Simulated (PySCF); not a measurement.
# CH2Cl2Na: the cost of one run

Programs: PySCF 2.14.0. All values are calculated, for the isolated system unless a continuum is named. Atoms count from 0, parts from 1.

### 1 The system as given

6 atoms, charge 1, multiplicity 1; geometry: GFN2-xTB. Parts: 1 = atom 0, `[Na+]`, charge 1; 2 = atoms 1–5, `ClCCl`, charge 0.

### 2 Geometry optimisation at PBE0-D3(BJ)/def2-SVPD

The job: settings as JSON, then the geometry in Å.

```
{"job": {"xc": "PBE0", "basis": "def2-SVPD", "d3": "d3bj", "grid": 2, "kind": "geom", "shake": 0.01}, "charge": 1, "multiplicity": 1, "parts": [{"atoms": "0-0", "charge": 1, "multiplicity": 1}, {"atoms": "1-5", "charge": 0, "multiplicity": 1}]}
Na     0.031133     0.275879    -0.323468
Cl     0.469121     2.802947    -0.988953
C      1.863750     2.375112    -1.948881
Cl     2.145158     0.641297    -1.881546
H      1.712553     2.667402    -2.988577
H      2.757773     2.869779    -1.512685
```

Run with:

```
> OMP_NUM_THREADS=1 python cluster_run.py task.json out
```

The driver reads the jobs from task.json and runs them one after another.

**Question.** How long does this first job take on 1 thread of Arm Neoverse N1, shared host, and how much memory does it need?

About 51 s, with a peak of 0.49 GiB.
